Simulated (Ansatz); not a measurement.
# SnH2ClO2 (SMILES [OH][Sn]([OH])[Cl]) at UHSE06/def2-SVP (core potential)

Aim: the vertical doublet–quartet gap of SnH2ClO2 at UHSE06/def2-SVP (core potential), from 2 runs. 

Program for the calculation: Ansatz 0.2.0.

63 further runs of the same task are left out: 63 set aside as unsound or not needed.

## Step 1: The molecule

SnH2ClO2 has 6 atoms, charge 0, and is taken as a doublet. As SMILES, `[OH][Sn]([OH])[Cl]`. The coordinates come from a PBE0-D4/def2-TZVP relaxation. This is one conformer, not always the lowest.

Bond lengths: O1–Sn2 1.969 Å, Sn2–O3 1.960 Å, Sn2–Cl4 2.349 Å, O1–H5 0.962 Å, O3–H6 0.964 Å. Angles: O1–Sn2–O3 101.9°, O1–Sn2–Cl4 109.1°, O3–Sn2–Cl4 108.0°, Sn2–O1–H5 114.3°, Sn2–O3–H6 110.7°.

## Step 2: A single-point energy at UHSE06/def2-SVP (core potential)

The input, run.yaml:

```yaml
crystal:
  periodic: [false, false, false]
  atoms:
    - {symbol: O, position_ang: [-0.447400, 1.400500, -0.158300]}
    - {symbol: Sn, position_ang: [0.371800, -0.318200, -0.659700]}
    - {symbol: O, position_ang: [1.256500, -0.847900, 1.007700]}
    - {symbol: Cl, position_ang: [-1.328200, -1.877100, -1.106600]}
    - {symbol: H, position_ang: [-1.182700, 1.666400, -0.718500]}
    - {symbol: H, position_ang: [1.372100, -0.087800, 1.589200]}
basis:
  gaussian:
    orbitals: def2-SVP
magnetization:
  spin_polarized: true
  initial_magnetization: 1
hamiltonian:
  xc: hse06
accuracy: high
output: {orbitals: {seedname: orbitals}}
```

Run with:

```
ansatz run run.yaml --threads 1 --pin off --max-ram 3480MiB --events-out events.jsonl --progress --plain --runs-dir runs
```

What it wrote:

```text
Warning: RAYON_NUM_THREADS=1 ignored (pool sized by the plan → 1); use --threads N
Functional definition: HSE06
  name "HSE06"
  parameter a = 0.25
  parameter omega = 0.11/bohr
  exchange = pbe_x - a*pbe_x_sr(omega) + a*exact_x_sr(omega)
  correlation = pbe_c
1801 factors; integrals over basis functions are off by at most 3.3e-9 eV
90 factors; integrals over basis functions are off by at most 1.8e-9 eV
mean field evaluation 1: about -22456.2163 eV, gradient 5.0e1 eV
mean field evaluation 2: about -22398.8506 eV, gradient 1.2e2 eV
mean field evaluation 4: about -22465.4086 eV, gradient 8.7e0 eV
mean field evaluation 8: about -22465.9116 eV, gradient 6.0e-1 eV
mean field evaluation 16: about -22465.9139 eV, gradient 5.1e-4 eV
mean field -22465.91385699 eV, -825.6071063009 hartree, gradient 6.3e-8 eV, S^2 0.754415; 0 other end points of the search recorded, 0 dependent functions left out
reference -22465.91386038 eV, -825.6071064256 hartree; 29, 28 occupied and 53, 54 virtual orbitals, 1801 factors
Total energy: -22465.91386038 eV, -825.6071064256 hartree
```

It took 16 s on 1 thread of Arm Neoverse V2, shared host; peak memory 0.43 GiB.

## Step 3: The quartet at the same level

The input, input.yaml:

```yaml
crystal:
  periodic: [false, false, false]
  atoms:
    - {symbol: O, position_ang: [-0.447400, 1.400500, -0.158300]}
    - {symbol: Sn, position_ang: [0.371800, -0.318200, -0.659700]}
    - {symbol: O, position_ang: [1.256500, -0.847900, 1.007700]}
    - {symbol: Cl, position_ang: [-1.328200, -1.877100, -1.106600]}
    - {symbol: H, position_ang: [-1.182700, 1.666400, -0.718500]}
    - {symbol: H, position_ang: [1.372100, -0.087800, 1.589200]}
basis:
  gaussian:
    orbitals: def2-SVP
magnetization:
  spin_polarized: true
  initial_magnetization: 3
hamiltonian:
  xc: hse06
accuracy: high
output: {orbitals: {seedname: orbitals}}
```

Run with:

```
ansatz run input.yaml --threads 1 --pin off --max-ram 3480MiB --events-out events.jsonl --progress --plain --runs-dir runs
```

What it wrote, cut to the lines that bear on the results:

```text
Warning: RAYON_NUM_THREADS=1 ignored (pool sized by the plan → 1); use --threads N
[... 6 set-up lines as earlier in the session ...]
1801 factors; integrals over basis functions are off by at most 3.3e-9 eV
90 factors; integrals over basis functions are off by at most 1.8e-9 eV
mean field evaluation 1: about -22445.1812 eV, gradient 5.4e1 eV
mean field evaluation 2: about -22327.4975 eV, gradient 1.5e2 eV
mean field evaluation 4: about -22454.7083 eV, gradient 2.3e1 eV
mean field evaluation 8: about -22458.7562 eV, gradient 2.5e0 eV
mean field evaluation 16: about -22459.0314 eV, gradient 1.3e0 eV
mean field evaluation 32: about -22455.4265 eV, gradient 2.3e1 eV
mean field evaluation 64: about -22458.2576 eV, gradient 4.8e0 eV
mean field -22459.10606566 eV, -825.3569245843 hartree, gradient 2.3e-8 eV, S^2 3.757337; 10 other end points of the search recorded, 0 dependent functions left out
reference -22459.10606937 eV, -825.3569247207 hartree; 30, 27 occupied and 52, 55 virtual orbitals, 1801 factors
Total energy: -22459.10606937 eV, -825.3569247207 hartree
```

Run time: 56 s. Hardware: 1 thread of Arm Neoverse V2, shared host; peak memory 0.58 GiB.

## Step 4: Results

Level: UHSE06/def2-SVP (core potential).

| quantity | value |
| --- | --- |
| doublet: total energy | -825.60711 Eh |
| doublet: HOMO energy (highest over α and β) | -6.59 eV |
| doublet: LUMO energy (lowest over α and β) | -4.51 eV |
| doublet: ⟨S²⟩ | 0.754 |
| quartet: total energy | -825.35692 Eh |
| quartet: HOMO energy (highest over α and β) | -1.97 eV |
| quartet: ⟨S²⟩ | 3.757 |
| vertical energy of the quartet above the doublet | 6.808 eV |

**Reading.** At this shape the quartet lies 6.81 eV (657 kJ/mol) above the doublet.
